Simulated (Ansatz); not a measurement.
# F2H2HfS2: up Jacob's ladder to CCSD(T)

An exercise on one series of results from a longer session: the logs are not shown, and one member is left open.

Method: functionals in def2-TZVPP, the program's frozen cores in correlated methods; program: Ansatz 0.2.0, Gaussian basis.

Plan: LDA (SPW92), PBE-D4, revPBE-D4, BLYP-D4, r2SCAN-D4, B97M-V, PBE0-D4, B3LYP-D4, r2SCANh-D4, r2SCAN0-D4, HSE06-D4, BHLYP-D4, CAM-B3LYP-D4, LC-ωPBE, ωB97X-V, ωB97M-V, B2PLYP, PBE-QIDH; CCSD(T)/def2-SVP; CCSD(T)/def2-TZVPP; MP2/def2-QZVPP; extrapolation to the limit; RPA on PBE.

### The geometry

All runs share one geometry, relaxed beforehand with PBE0-D4 in a triple-zeta def2 set. Hf takes the def2 core potential; no spin-orbit term is included.

7 atoms, charge 0, spin multiplicity 1.

Atoms are counted from 1 here; the program's logs count them from 0.

Bond lengths: F1–Hf2 1.891 Å, Hf2–F3 1.891 Å, Hf2–S4 2.437 Å, Hf2–S5 2.437 Å, S4–H6 1.348 Å, S5–H7 1.348 Å. Angles: F1–Hf2–F3 113.7°, F1–Hf2–S4 105.3°, F1–Hf2–S5 111.6°, F3–Hf2–S4 111.6°, F3–Hf2–S5 105.3°, S4–Hf2–S5 109.4°, Hf2–S4–H6 91.0°, Hf2–S5–H7 90.9°.

Set-up of the first run:

Input file in.yaml:

```yaml
crystal:
  periodic: [false, false, false]
  atoms:
    - {symbol: F, position_ang: [-0.175441, -2.260515, -0.584531]}
    - {symbol: Hf, position_ang: [0.220792, -0.603823, 0.237464]}
    - {symbol: F, position_ang: [1.265290, -0.764157, 1.806107]}
    - {symbol: S, position_ang: [-1.941766, 0.417990, 0.702693]}
    - {symbol: S, position_ang: [1.501167, 0.846899, -1.243509]}
    - {symbol: H, position_ang: [-1.340535, 1.510792, 1.214322]}
    - {symbol: H, position_ang: [0.531693, 0.784812, -2.178245]}
basis:
  gaussian: {orbitals: def2-TZVPP}
hamiltonian: {xc: lda}
output: {orbitals: {seedname: orbitals}}
```

Steps of the session up to this table: LDA; PBE-D4 (GGA); revPBE-D4 (GGA); BLYP-D4 (GGA); r2SCAN-D4 (meta-GGA); B97M-V (meta-GGA); PBE0-D4 (hybrid); B3LYP-D4 (hybrid); r2SCANh-D4 (hybrid); r2SCAN0-D4 (hybrid); HSE06-D4 (hybrid); BHLYP-D4 (hybrid); CAM-B3LYP-D4 (range-separated); LC-ωPBE-D4 (range-separated; the results give it without D4); ωB97X-V (range-separated); ωB97M-V (range-separated); B2PLYP (double hybrid); PBE-QIDH (double hybrid).

One of the session's tables, all rows but one given; the rest of the session is left out.

It belongs to the step «Orbital energies across the functionals». 

```
  functional  HOMO (eV)  LUMO (eV)  gap (eV)
 LDA (SPW92)      -6.81      -2.84      3.97
      PBE-D4      -6.65      -2.57      4.08
   revPBE-D4      -6.59      -2.46      4.12
     BLYP-D4      -6.47      -2.43      4.04
   r2SCAN-D4      -6.96      -2.37      4.59
      B97M-V      -7.00      -2.32      4.68
     PBE0-D4      -7.86      -1.69      6.17
    B3LYP-D4          ?          ?         ?
  r2SCANh-D4      -7.40      -2.05      5.35
  r2SCAN0-D4      -8.06      -1.56      6.50
    HSE06-D4      -7.46      -2.07      5.40
    BHLYP-D4      -8.91      -0.66      8.25
CAM-B3LYP-D4      -9.13      -0.54      8.59
     LC-ωPBE     -10.52       0.66     11.18
     ωB97X-V     -10.15       0.57     10.72
     ωB97M-V      -9.98       0.47     10.45
```

**Question.** Estimate the row for B3LYP-D4.

Worked estimate for «HOMO (eV)». Against the share of exact exchange, BLYP-D4 (0, -6.47), BHLYP-D4 (0.5, -8.91) give a slope of -4.88 per unit share; at 0.2 the line stands at -7.45.

The run gave: HOMO (eV): -7.60; LUMO (eV): -1.91; gap (eV): 5.70. In «HOMO (eV)» the line misses by +0.15.
